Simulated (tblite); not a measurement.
# C6H13FGe: the cost of one run

The runs use tblite 0.8.0 and PySCF 2.14.0, with density-fitted response routines of our own; the level of theory stands in each step. All values are computed, except where a source is named. Atoms count from 0, in the outputs and in this text.

## (1) The molecule as given

21 atoms, charge 0, multiplicity 1; geometry from: force field or distance geometry start.

Bonds of the start (Å): C0–C1 1.47, C1–C2 1.51, C2–C3 1.49, C3–C4 1.51, C4–Ge5 1.95, Ge5–F6 1.77, Ge5–C7 1.95, C7–C1 1.54, C0–H8 1.12, C0–H9 1.11, C0–H10 1.11, C1–H11 1.11, C2–H12 1.12, C2–H13 1.10, C3–H14 1.09, C3–H15 1.12, C4–H16 1.12, C4–H17 1.11, Ge5–H18 1.54, C7–H19 1.12, C7–H20 1.10.

## (2) Geometry optimisation with GFN2-xTB

Job settings and geometry (Å):

```
{"job": {"kind": "relax", "xc": "GFN2-xTB", "basis": "xTB"}, "charge": 0, "multiplicity": 1}
C     -1.889100     1.591300     0.025300
C     -0.684600     0.746800    -0.072500
C     -0.916900    -0.742000    -0.064300
C      0.085400    -1.520500    -0.854300
C      1.444800    -1.598500    -0.199000
Ge     1.959200     0.218900     0.299700
F      2.262900     1.114100    -1.190900
C      0.332600     0.989800     1.060600
H     -1.552300     2.657400     0.052200
H     -2.483000     1.376400     0.937300
H     -2.469800     1.484400    -0.915800
H     -0.160200     0.982600    -1.020300
H     -1.920200    -0.899600    -0.542500
H     -0.971100    -1.150000     0.951600
H      0.106600    -1.106400    -1.866200
H     -0.265700    -2.584100    -0.938300
H      2.215700    -2.003900    -0.904700
H      1.355100    -2.221100     0.711400
H      3.140900     0.260600     1.284900
H     -0.029500     0.370400     1.924900
H      0.430400     2.050300     1.320700
```

Command:

```bash
OMP_NUM_THREADS=1 python probes_run.py task.json out
```

The driver reads the jobs from task.json and runs them one after another.

**Question.** How long does this first job take on 1 thread of Intel Xeon at 2.50GHz, shared host, and how much memory does it need?

About 1.5 s, with a peak of 0.18 GiB.
